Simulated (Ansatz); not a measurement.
# GeNH3 (triplet): the correlation ladder at a displaced geometry (v2), cc-pVDZ

The task here is to estimate one member of a computed series from the others.

The runs use Ansatz 0.2.0, Gaussian basis; cc-pVDZ, core rule «outside noble gas», up to 15 orbitals frozen.

Plan: UHF; CCSD(T) on ROHF; CCSD(T) on UHF; BCCD(T) on ROHF; CISD; CCSDT(Q) on ROHF; CCSDT(Q) on UHF.

27 further runs of the same task are left out: 12 that didn't finish, 15 set aside as unsound or not needed.

**What is computed**

The geometry is a PBE0/def2-TZVP stationary point (not a proven minimum) with its atoms shifted at random (size 0.100 Å). No spin-orbit coupling is included. The filled d shell of Ge may be among the frozen orbitals whatever the setting's name suggests; the logs give the count.

5 atoms, charge 0, spin multiplicity 3.

Atoms are counted from 1 here; the program's logs count them from 0.

Bond lengths: Ge1–N2 1.839 Å, Ge1–H3 1.534 Å, Ge1–H4 1.495 Å, N2–H5 1.035 Å. Angles: N2–Ge1–H3 108.4°, N2–Ge1–H4 109.0°, H3–Ge1–H4 109.0°, Ge1–N2–H5 124.9°.

Set-up of the first run:

The input, in.yaml:

```yaml
crystal:
  periodic: [false, false, false]
  atoms:
    - {symbol: Ge, position_ang: [-0.019893, 0.000961, 0.303126]}
    - {symbol: N, position_ang: [0.058184, 0.009334, -1.534216]}
    - {symbol: H, position_ang: [0.649637, -1.282610, 0.809335]}
    - {symbol: H, position_ang: [0.732747, 1.181162, 0.827550]}
    - {symbol: H, position_ang: [-0.757299, -0.097492, -2.162501]}
basis:
  gaussian: {orbitals: cc-pVDZ}
magnetization: {spin_polarized: true, initial_magnetization: 2}
hamiltonian: {xc: hf}
output: {orbitals: {seedname: orbitals}}
```

The run is started by

```
$ ansatz run in.yaml --threads 1 --pin off --events-out ev --progress --plain --max-ram 2393MiB
```

Steps of the session up to this table: UHF; CCSD(T) on ROHF; CCSD(T) on UHF; BCCD(T) on ROHF; CISD; CCSDT(Q) on ROHF; CCSDT(Q) on UHF.

One table of the session follows, with a row left open; its other results are not shown here.

```
   method  from UCCSDT(Q) (meV)
     ROHF               +7222.5
      UHF               +7039.2
     RMP2               +1161.9
     UMP2               +1156.3
    RCCSD                +215.7
    UCCSD                +208.6
 RCCSD(T)                 +45.6
 UCCSD(T)                 +42.3
  BCCD(T)                     ?
   RCCSDT                 +16.8
   UCCSDT                 +13.2
RCCSDT(Q)                  +4.6
UCCSDT(Q)                     0
```

Q: Estimate the row for BCCD(T) from the others.

The run gave: from UCCSDT(Q) (meV): +44.6. In the column «from UCCSDT(Q) (meV)» it lies between UCCSD(T) (+42.3) and RCCSD(T) (+45.6).

Not comparable, so not listed: CISD (they don't share determinant, frozen orbitals or solution with the rows shown, or repeat one).

To keep in mind: Restricted and unrestricted rows rest on different reference determinants; where their highest levels disagree by more than a few hundredths of an eV, they describe different states and don't form one ladder.
